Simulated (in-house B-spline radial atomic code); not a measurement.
**Te⁶⁺: density, ELF and screening along the radius**

Aim: the shell structure of Te⁶⁺ in the radial density, the electron localisation function and the screened nuclear charge, under several settings.

Method: several methods, spin-polarised, as named in each step; spherical all-electron atom at the radial basis limit. Code: in-house B-spline radial atomic code version 1.

## 1. Starting point

- element: tellurium (Z = 52)
- charge: +6
- electrons: 46
- configuration: [Kr] 4d10
- nucleus: point (non-relativistic runs) or finite (X2C runs)

The outer shells:

[Kr] 4d10
```
[Kr] core
4d [↑↓][↑↓][↑↓][↑↓][↑↓]
```

Where spins are not typed, each open shell is filled with up spins first.

## 2. LDA (VWN5), non-rel.

Settings of the run:

```ini
Z = 52
electrons = 46.0
configuration = [Kr] 4d10
hamiltonian = nr
method = lda,vwn
spin_polarised = True
```

The run is started by

```bash
$ python run_scf.py task.json out
```

One command runs all members of the session, one after another, from task.json.

## 3. PBE, non-rel.

Settings of the run:

```ini
Z = 52
electrons = 46.0
configuration = [Kr] 4d10
hamiltonian = nr
method = pbe,pbe
spin_polarised = True
```

## 4. Hartree-Fock, non-rel.

Settings of the run:

```ini
Z = 52
electrons = 46.0
configuration = [Kr] 4d10
hamiltonian = nr
method = hf
spin_polarised = True
```

## 5. TPSS, non-rel.

Settings of the run:

```ini
Z = 52
electrons = 46.0
configuration = [Kr] 4d10
hamiltonian = nr
method = tpss,tpss
spin_polarised = True
```

## 6. PW91, non-rel.

Settings of the run:

```ini
Z = 52
electrons = 46.0
configuration = [Kr] 4d10
hamiltonian = nr
method = pw91,pw91
spin_polarised = True
```

**Question.** How large is the system in each run, where do the shell borders lie, and what is the highest level?

**Answer**, as computed:

| run | total energy (hartree) | highest level (eV) | radius holding 50 / 90 / 99 % (bohr) | radius at n = 0.001 (bohr) | ELF minima on the full grid (bohr) |
| --- | --- | --- | --- | --- | --- |
| LDA (VWN5), non-rel. | -6600.6017 | -114.98 | 0.348 / 1.07 / 1.68 | 2.45 | 0.048, 0.15, 0.48 |
| PBE, non-rel. | -6605.8146 | -114.80 | 0.347 / 1.07 / 1.68 | 2.45 | 0.048, 0.15, 0.48 |
| Hartree-Fock, non-rel. | -6604.0815 | -126.35 | 0.347 / 1.07 / 1.67 | 2.43 | 0.048, 0.15, 0.48 |
| TPSS, non-rel. | -6606.0662 | -114.83 | 0.347 / 1.07 / 1.67 | 2.44 | 0.048, 0.15, 0.48 |
| PW91, non-rel. | -6606.7228 | -114.90 | 0.347 / 1.07 / 1.68 | 2.45 | 0.048, 0.15, 0.48 |

What this shows: In the first run ELF has 3 minima on the grid, which mark the borders between shells. On the record's full grid the screened charge (r times the electrostatic potential) falls from 51.9 near the nucleus to 6.00 at 3.3 bohr; far out it tends to the net charge, 6. The grid is coarse (about 21 % a step), so the places of minima are rough.

Members of this set that are not shown: 3 used exact exchange with fractional occupations of an open shell, which is unsound here.
